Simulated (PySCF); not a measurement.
**The bond of NaCa−, level by level**

The task here is to estimate one member of a computed series from the others.

The runs use PySCF 2.14.0; Na aug-pcseg-1, Ca aug-pcseg-1, no relativity.

4 further runs of the same task are left out: 4 set aside as unsound or not needed.

The first run:

Settings of the job:

- atoms: Na, Ca
- charge: -1
- basis: Na aug-pcseg-1, Ca aug-pcseg-1
- Hamiltonian: no relativity
- basis functions: 47
- electrons treated: 32
- masses in u: 22.9898, 39.9626
- levels: PBE0, PBE, r²SCAN, PW91, BLYP, MN15, HSE06, MP2, SCS-MP2, CCSD, CCSD(T)
- grid: 80 radial by 434 angular points
- occupations: held fixed by the projection of orbital angular momentum
- dissociation limit: Na− + Ca, each in its ground configuration
- starting distance in angstrom: 3.265
- values of 2S to try: 0, 2

Started as:

```bash
> OMP_NUM_THREADS=1 python dia.py task.json out
```

Among the steps run: The job; PBE0 along the bond; PBE; r²SCAN; PW91 (GGA); BLYP (GGA); MN15 (hybrid meta-GGA); HSE06 (range-separated hybrid); MP2 and coupled cluster.

One table of the session follows, with a row left open; its other results are not shown here.

It belongs to the step «The curves together». Energy (eV) from each level's lowest point:

| R (Å) | RHF-MP2 | RHF-SCS-MP2 | RHF-CCSD | RHF-CCSD(T) | PBE |
| --- | --- | --- | --- | --- | --- |
| 3.407 | 0.145 | 0.153 | n/a | n/a | 0.088 |
| 3.566 | 0.074 | 0.080 | 0.072 | 0.064 | 0.036 |
| 3.724 | ? | ? | ? | ? | ? |
| 3.843 | 0.012 | 0.015 | 0.011 | 0.007 | 0.001 |
| 3.962 | 0.003 | 0.004 | 0.002 | 0.000 | 0.000 |
| 4.081 | 0.000 | 0.000 | 0.000 | 0.000 | 0.005 |
| 4.239 | 0.005 | 0.003 | 0.005 | 0.008 | 0.019 |
| 4.437 | 0.019 | 0.015 | 0.021 | 0.026 | 0.043 |
| 4.675 | 0.043 | 0.036 | 0.047 | 0.056 | 0.077 |
| 4.992 | 0.080 | 0.070 | n/a | n/a | 0.126 |

Estimate the missing values for R (Å) = 3.724.

Worked estimate for «RHF-MP2». A straight line through the neighbours (3.566, 0.074) and (3.843, 0.012) gives 0.074 + (0.012 − 0.074) × (3.724 − 3.566) / (3.843 − 3.566) = 0.039; a parabola fitted to 4 rows on both sides gives 0.030.

The run gave: RHF-MP2: 0.031; RHF-SCS-MP2: 0.035; RHF-CCSD: 0.029; RHF-CCSD(T): 0.024; PBE: 0.009. In «RHF-MP2» the line misses by +0.008 and the parabola by -0.001.
